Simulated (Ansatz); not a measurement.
# CH5InSe: the cost of one run

Computed with Ansatz 0.2.0, Gaussian basis. Level: BLYP/def2-SVP with D4 dispersion.

**1. Structure used throughout**

An earlier PBE0-D4 in a triple-zeta def2 set relaxation fixed the geometry. In takes the def2 core potential; no spin-orbit term is included.

SMILES `C[Se][InH2]`, 8 atoms, charge 0, spin multiplicity 1.

Atoms are counted from 1 here; the program's logs count them from 0.

Bond lengths: C1–Se2 1.963 Å, C1–H4 1.088 Å, C1–H5 1.088 Å, C1–H6 1.088 Å, Se2–In3 2.492 Å, In3–H7 1.719 Å, In3–H8 1.712 Å. Angles: Se2–C1–H4 108.3°, Se2–C1–H5 110.8°, Se2–C1–H6 108.4°, H4–C1–H5 109.7°, H4–C1–H6 109.9°, H5–C1–H6 109.7°, C1–Se2–In3 100.1°, Se2–In3–H7 113.9°, Se2–In3–H8 117.1°, H7–In3–H8 129.1°.

**2. Dynamics**

Input file in.yaml:

```yaml
crystal:
  periodic: [false, false, false]
  atoms:
    - {symbol: C, position_ang: [-0.748054, 1.202277, -0.529212]}
    - {symbol: Se, position_ang: [-1.180225, -0.176492, 0.799948]}
    - {symbol: In, position_ang: [0.903966, -1.539953, 0.708490]}
    - {symbol: H, position_ang: [-0.789273, 2.173569, -0.040202]}
    - {symbol: H, position_ang: [0.245096, 1.042059, -0.944060]}
    - {symbol: H, position_ang: [-1.489933, 1.156559, -1.323994]}
    - {symbol: H, position_ang: [2.072263, -0.951215, -0.406989]}
    - {symbol: H, position_ang: [0.986170, -2.906795, 1.736019]}
basis:
  gaussian: {orbitals: def2-SVP}
hamiltonian: {xc: {name: BLYP}, dispersion: d4}
md: {timestep: 2 fs, n_steps: 30, ensemble: nve, temperature: 700, initial_velocities: maxwell_boltzmann, seed: 824}
```

Command:

```
$ ansatz run in.yaml --threads 4 --pin off --events-out ev --progress --plain --max-ram 10444MiB
```

What time and memory should one allow on 4 threads of AMD EPYC, shared host?

About 2.1 min, with a peak of 0.38 GiB.
